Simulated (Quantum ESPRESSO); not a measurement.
## HfB under changes of volume

One of the cells (12.326 Å³/atom); the others are scaled copies at fixed shape and fractional positions:

```
Hf B
1.0
     0.00000    2.31000    2.31000
     2.31000    0.00000    2.31000
     2.31000    2.31000    0.00000
Hf B
1 1
Direct
  0.50000 0.50000 0.50000
  0.00000 0.00000 0.00000
```

* Program: Quantum ESPRESSO 7.5
* Functional: LDA
* Potentials or basis: PseudoDojo 0.4.1 SR LDA standard
* Cutoff: 1034 eV
* Density cutoff: 4136 eV
* k mesh: 10 × 10 × 10
* Occupations: fermi-dirac, width 0.05 eV
* Spin: no spin polarisation

| volume (Å³/atom) | energy over the lowest point (meV/atom) | pressure (GPa) |
| --- | --- | --- |
| 11.587 | ? | ? |
| 11.833 | 117.31 | 28.5 |
| 12.080 | 78.12 | 22.7 |
| 12.326 | 47.52 | 17.4 |
| 12.573 | 24.75 | 12.5 |
| 12.819 | 9.12 | 8.1 |
| 13.066 | 0.00 | 4.0 |

Problem. What does the run at 11.587 Å³/atom give?

Solution. Energy over the lowest point 165.95 meV/atom; pressure 35.0 GPa.

Worked out: A Birch-Murnaghan fit of order 3 (a polynomial in V^(-2/3)) to the other rows has its minimum at 13.33 Å³/atom, just outside them, with B0 = V·E''(V) = 192 GPa and B' = 3.7. It gives 165.72 meV/atom at 11.587 Å³/atom, against the run's 165.95, and -dE/dV = 34.8 GPa, against 35.0.

Energies are extrapolated to zero smearing.
